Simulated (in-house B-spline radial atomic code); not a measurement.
# Excited states and polarisability of Hf⁴⁺ by several methods

An exercise on one series of results from a longer session: the logs are not shown, and one member is left open.

The numbers are computed with in-house B-spline radial atomic code version 1 (linear response of a closed shell, each method with its own adiabatic kernel; spin-free one-electron X2C, finite nucleus; B-spline basis; no spin-orbit coupling, no double excitations; only terms of natural parity, (−1)^L, with L up to 3 are computed), except any that are marked as measured or tabulated.

## The system

- element: hafnium (Z = 72)
- charge: +4
- configuration: [Xe] 4f14
- runs: TDHF; BSE on G0W0@HF; LDA (VWN5); PBE; PBE0; B3LYP; CAM-B3LYP; LC-ωPBE; ωB97X; HSE06; BHandHLYP; BLYP; PBEsol; BP86; exchange-only LDA; B97-1; RPBE; OLYP

Outer shells as boxes (Hund's rule):

Hf⁴⁺
```
[Xe] core
4f [↑↓][↑↓][↑↓][↑↓][↑↓][↑↓][↑↓]
```

The first run:

Settings, as recorded:

```ini
Z = 72
electrons = 68.0
configuration = [Xe] 4f14
hamiltonian = x2c
method = hf
box_radius = 19.1
rms_radius = 5.347
intervals = 71
```

Command:

```console
python run_td.py task.json out
```

task.json lists these runs, among others, and the program works through them in turn.

Among the steps run: TDHF.

One table of the session follows, with a row left open; its other results are not shown here.

It belongs to the step «TDHF». The states in eV; those that feel the box are left out:

```
   state  full (eV)  Tamm-Dancoff (eV)
4f→5d ³P     21.646             21.829
4f→5d ³F     23.312             23.413
4f→5d ¹F     24.128             24.143
4f→5d ¹P     24.449             24.715
4f→6s ³F     30.153             30.172
4f→6s ¹F          ?                  ?
5p→5d ³P     34.680             34.852
5p→5d ³F     35.514             35.839
5p→5d ¹F     37.991             38.073
4f→6p ³D     38.070             38.089
4f→6p ¹D     38.457             38.480
5p→6s ³P     42.243             42.269
5p→6s ¹P     42.997             43.026
5p→5d ¹P     43.798             44.951
```

Estimate the missing values for 4f→6s ¹F.

**Answer.** full (eV): 30.350; Tamm-Dancoff (eV): 30.365. In the column «full (eV)» it lies between 4f→6s ³F (30.153) and 5p→5d ³P (34.680).
